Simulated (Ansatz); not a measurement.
## C₂H₇BS, SMILES CBCS: an atomisation energy, step by step

Program: Ansatz 0.2.0, Python API.

Input file `c2h7bs.xyz`:
```text
11

C    -1.22560    0.87130   -0.13700
B    -0.36080   -0.13880    0.60740
C     1.15780   -0.25460    0.25010
S     1.63190   -1.91670   -0.34930
H    -1.26030    0.69530   -1.25520
H    -0.88960    1.95720    0.02950
H    -2.28800    0.84520    0.23250
H    -0.79120   -0.82330    1.42440
H     1.47680    0.50660   -0.46640
H     1.78380   -0.06380    1.20660
H     0.83080   -1.73540   -1.52210
```

At the Python prompt:
```pycon
>>> from collections import Counter
>>> import ansatz
>>> SETTINGS = {
...     "basis": "pcseg-2",
...     "functional": "r2scan0",
... }
>>> def single_point(molecule, charge=0, unpaired=0):
...     calc = (
...         molecule.calculation()
...         .basis(gaussian=SETTINGS["basis"])
...         .functional(SETTINGS["functional"])
...     )
...     if charge:
...         calc = calc.charge(charge)
...     if unpaired:
...         calc = calc.spin("collinear", total=unpaired)
...     return calc.run(threads=1, pin="off").report["free_energy_ev"]
...
>>> c2h7bs = ansatz.Crystal.molecule_from_extxyz("c2h7bs.xyz")
>>> # Hund ground states
>>> unpaired = {"C": 2, "B": 1, "S": 2, "H": 1}
>>> counts = Counter(site.symbol for site in c2h7bs.cartesian_sites)
>>> atom_energy = {s: single_point(ansatz.Crystal.molecule().atom(s, (0, 0, 0)), 0, unpaired[s]) for s in counts}
>>> whole = single_point(c2h7bs, 0, 0)
>>> for s, e in atom_energy.items():
...     print(f"{s:2s} x{counts[s]}  {e:14.5f} eV")
...
C  x2     -1029.46846 eV
B  x1      -670.41461 eV
S  x1    -10832.53555 eV
H  x7       -13.60583 eV
>>> print(f"C2H7BS: {whole:.5f} eV")
C2H7BS: -13697.87236 eV
>>> split = sum(counts[s] * e for s, e in atom_energy.items()) - whole
>>> print(f"atomisation energy (no zero-point term): {23.060548 * split:.1f} kcal/mol, {split / sum(counts.values()):.3f} eV an atom")
atomisation energy (no zero-point term): 939.6 kcal/mol, 3.704 eV an atom
```

939.6 kcal/mol from the electronic energies, without the zero-point term.

Total energies depend on the basis set; only differences at equal settings carry meaning. The geometry is a force-field or estimated start, not a minimum of this method, and the basis set is short of its limit. All parts are taken at fixed geometry, without zero-point energy. Hardware and time: 13 s on 1 thread of Arm Neoverse V1 (shared host), peak memory 0.43 GiB.
